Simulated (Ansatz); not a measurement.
# Cu on Pd (Palladium) (110)

The task here is to estimate one member of a computed series from the others.

Method: DFT LDA, scalar-relativistic, plane waves, PAW, in Ansatz 0.2.0.

## The structure to begin with

Symmetry: Fm-3m, No. 225, cubic system. Conventional cell: a = 3.839 Å, b = 3.839 Å, c = 3.839 Å, α = 90.00°, β = 90.00°, γ = 90.00°. Around Pd (site symmetry m-3m) lie 12 Pd at 2.71 Å.

Coordinates:

```cif
data_structure
_symmetry_space_group_name_H-M 'P 1'
_symmetry_Int_Tables_number 1
_cell_length_a 2.7145
_cell_length_b 2.7145
_cell_length_c 2.7145
_cell_angle_alpha 60.000
_cell_angle_beta 60.000
_cell_angle_gamma 60.000
_cell_volume 14.14
loop_
_atom_site_label
_atom_site_type_symbol
_atom_site_fract_x
_atom_site_fract_y
_atom_site_fract_z
_atom_site_occupancy
Pd1 Pd 0.00000 0.00000 0.00000 1
```

It is the result of an earlier relaxation at this level (volume 14.14 Å³/atom; gap on the mesh: none (metal)).

A (110) slab, 6.8 Å thick as cut, with 17 Å of vacuum; its outer planes are Pd (top) and Pd (bottom).

The slab as cut. Layers, bottom to top:

```
plane  atoms per cell  height over the lowest (Å)
    1              Pd                        0.00
    2              Pd                        1.36
    3              Pd                        2.71
    4              Pd                        4.07
    5              Pd                        5.43
    6              Pd                        6.79
```

The first run:

Miller indices refer to the conventional cell of the relaxed bulk, Fm-3m (No. 225): a = 3.839 Å, b = 3.839 Å, c = 3.839 Å, α = 90.00°, β = 90.00°, γ = 90.00°.

The input, input.yaml:

```yaml
crystal:
  lattice:
    - [2.7145474431, 0.0, 0.0]
    - [0.0, 3.8389498098, 0.0]
    - [0.0, 0.0, 23.7863686078]
  atoms:
    - { symbol: Pd, position: [0.5, 0.5, 0.3573475271] }
    - { symbol: Pd, position: [0.0, 0.0, 0.4144085162] }
    - { symbol: Pd, position: [0.5, 0.5, 0.4714695054] }
    - { symbol: Pd, position: [0.0, 0.0, 0.5285304946] }
    - { symbol: Pd, position: [0.5, 0.5, 0.5855914838] }
    - { symbol: Pd, position: [0.0, 0.0, 0.6426524729] }
basis:
  ecutwfc: 420
kpoints:
  mp_grid: { grid: [11, 8, 1] }
hamiltonian:
  xc: lda
scf:
  occupations: { method: gaussian, width: 0.1 }
output:
  forces: true
  eigenvalues: true
  write_density: true
  write_potential: true
  elf: true
  volumetric_format: npy
relax:
  adjacent_minimum: "off"
  f_tol: 0.03
  max_steps: 70
  constraints: [{ sites: [0, 1, 2] }]
efield:
  axis: 3
  dipole_correction: true
```

The run is started by

```
$ ansatz run input.yaml --threads 2 --pin off --max-ram 5120MiB --backend cpu --events-out ev --progress --plain --runs-dir out
```

Steps of the session up to this table: Relaxing the clean slab; Start: Cu, top (Pd); Cu at the bridge (Pd-Pd) site; Cu put at a hollow over Pd site.

One table of the session follows, with a row left open; its other results are not shown here.

It belongs to the step «Cu: energies by site». 

```
                         start  energy over the lowest (eV)  height (Å)  Δφ, top (eV)  Δ dipole (e·Å)
      top (Pd) at (0.00, 0.00)                            ?           ?             ?               ?
bridge (Pd-Pd) at (0.00, 0.50)                         0.67        1.37         -0.39          +0.018
hollow over Pd at (0.50, 0.50)                         0.00        1.00         -0.17          +0.010
bridge (Pd-Pd) at (0.50, 0.00)                         1.26        2.00         -0.62          +0.027
```

Q: Estimate the row for top (Pd) at (0.00, 0.00) from the others.

**Answer.** energy over the lowest (eV): 1.72; height (Å): 2.32; Δφ, top (eV): -0.95; Δ dipole (e·Å): +0.045. In the column «energy over the lowest (eV)» it is the highest.

To keep in mind: A start on a symmetric site keeps its symmetry, so an end may be a saddle point and not a minimum. Warnings in the runs' records: xc potential rough in thin density.
